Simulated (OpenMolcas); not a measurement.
# Tc²⁺ among point charges: CASSCF levels and susceptibility

How does a field of 6 point charges split the states of Tc²⁺, and what χT follows?

Program: OpenMolcas 26.06. Level of theory: state-averaged CASSCF, spin-orbit coupling by RASSI with atomic mean-field integrals. These are calculated values, not measurements, unless marked.

1 further run of the same task is left out (it didn't finish).

### 1 Starting point

- Species: Tc²⁺ (technetium, Z = 43, 41 electrons)
- Basis: ANO-RCC-VTZP [7s6p4d2f1g], 68 functions
- Scalar Hamiltonian: DKH2, point nucleus
- Inactive shells: 1s 2s 2p 3s 3p 3d 4s 4p
- Active space: 5 electrons in 5 orbitals (4d)
- Some configurations of this space: 4d5
- Orbitals: optimised for each spin and parity, averaged over all roots

The outer shells:

4d5
```
4d [↑ ][↑ ][↑ ][↑ ][↑ ]
```

The ion sits among 6 point charges of -1.36 e arranged as a tetragonal octahedron (D4h), 1.82 Å from the ion, with the axial distance 1.674 Å. The active orbitals were held to one l.

The work runs as a chain of OpenMolcas steps in one folder; each step below is one input file. Labels, J, g values, rates, χT and fits are worked out afterwards by a script from the matrices that RASSI stores. The input lists half of the charges; inversion (Group=XYZ) makes the rest.

### 2 GATEWAY and SEWARD: basis and integrals

Contents of a.inp:

```
&GATEWAY
Coord
1

Tc 0.0 0.0 0.0
Basis=ANO-RCC-VTZP
Group=XYZ
NoMove
AngMom=0.0 0.0 0.0
AMFI
XField
3 Angstrom 0
1.820000 0.000000 0.000000 -1.360000
0.000000 1.820000 0.000000 -1.360000
0.000000 0.000000 1.674400 -1.360000
&SEWARD
```

Launch:

```console
OMP_NUM_THREADS=1 MOLCAS_MEM=1689 MOLCAS_PROJECT=a pymolcas a.inp > a.log
```

### 3 Reference wave functions, sextets of even parity, 1 root

Contents of a.inp:

```
&RASSCF
FileOrb=start.orb
Symmetry=1
Spin=6
nActEl=5 0 0
Inactive=9 9
Ras2=5 0
CIRoot=1 1 1
SDav=1
CIMx=300
Iter=120 100
PrWF=0.3
OrbListing=Nothing
MaxOrb=0
SupSym
1
20 4 5 6 7 8 10 11 12 13 14 18 19 20 21 22 23 24 25 26 27
0
>>> COPY $Project.JobIph JOB001
```

start.orb holds the contracted functions of the basis, ordered by shell, or the orbitals of the step before.

### 4 CASSCF: quartets of even parity, 24 roots

Contents of a.inp:

```
&RASSCF
FileOrb=start.orb
Symmetry=1
Spin=4
nActEl=5 0 0
Inactive=9 9
Ras2=5 0
CIRoot=24 24 1
SDav=24
CIMx=300
Iter=120 100
PrWF=0.3
OrbListing=Nothing
MaxOrb=0
SupSym
1
20 4 5 6 7 8 10 11 12 13 14 18 19 20 21 22 23 24 25 26 27
0
>>> COPY $Project.JobIph JOB002
```

### 5 Reference wave functions, doublets of even parity, 75 roots

Contents of a.inp:

```
&RASSCF
FileOrb=start.orb
Symmetry=1
Spin=2
nActEl=5 0 0
Inactive=9 9
Ras2=5 0
CIRoot=75 75 1
SDav=75
CIMx=300
Iter=120 100
PrWF=0.3
OrbListing=Nothing
MaxOrb=0
SupSym
1
20 4 5 6 7 8 10 11 12 13 14 18 19 20 21 22 23 24 25 26 27
0
>>> COPY $Project.JobIph JOB003
```

### 6 RASSI: spin-orbit coupling between the states

Contents of a.inp:

```
&RASSI
NrOfJobIphs=3 1 24 75
1
1 2 3 4 5 6 7 8 9 10 11 12 13 14 15 16 17 18 19 20 21 22 23 24
1 2 3 4 5 6 7 8 9 10 11 12 13 14 15 16 17 18 19 20 21 22 23 24 25 26 27
28 29 30 31 32 33 34 35 36 37 38 39 40 41 42 43 44 45 46 47 48 49 50 51
52 53 54 55 56 57 58 59 60 61 62 63 64 65 66 67 68 69 70 71 72 73 74 75
IphNames
JOB001
JOB002
JOB003
EJob
SpinOrbit
DIPRint=1.0
SOCoupling=1000.0
Subsets=2
Property=9
'ANGMOM' 1 'ANGMOM' 2 'ANGMOM' 3 'MLTPL  1' 1 'MLTPL  1' 2 'MLTPL  1' 3
'AMFI' 1 'AMFI' 2 'AMFI' 3
SOProperty=3
'ANGMOM' 1 'ANGMOM' 2 'ANGMOM' 3
```

**Question.** What will these runs give? Wanted: spin-free ground state; lowest level; next level.

As calculated:

| quantity | value |
| --- | --- |
| method | CASSCF |
| spin-free ground state | 6A1, 1-fold in its orbital part |
| lowest level | 2-fold E3/2, g = 0.63, 0.63, 9.77 |
| next level | 44.9 cm⁻¹ |
| χT at 300 K | 4.25 cm³ K/mol |
| effective moment at 300 K | 5.83 μB |

The spin-free ground state (6A1) comes to 100 % from free-ion S terms and keeps the highest spin of the shell. χT at 300 K is 4.25, against 4.39 cm³ K/mol for the spin alone, as a half-filled shell (L = 0) has no orbital moment. An active space of the d shell alone favours high spin; real ions in strong fields can be low spin. The field of point charges can differ much from that of real complexes. With metal d orbitals alone active, the gaps between spin states are rough; where two lie within a few thousand cm-1, their order is open. This is an electrostatic model: the charges have no orbitals.
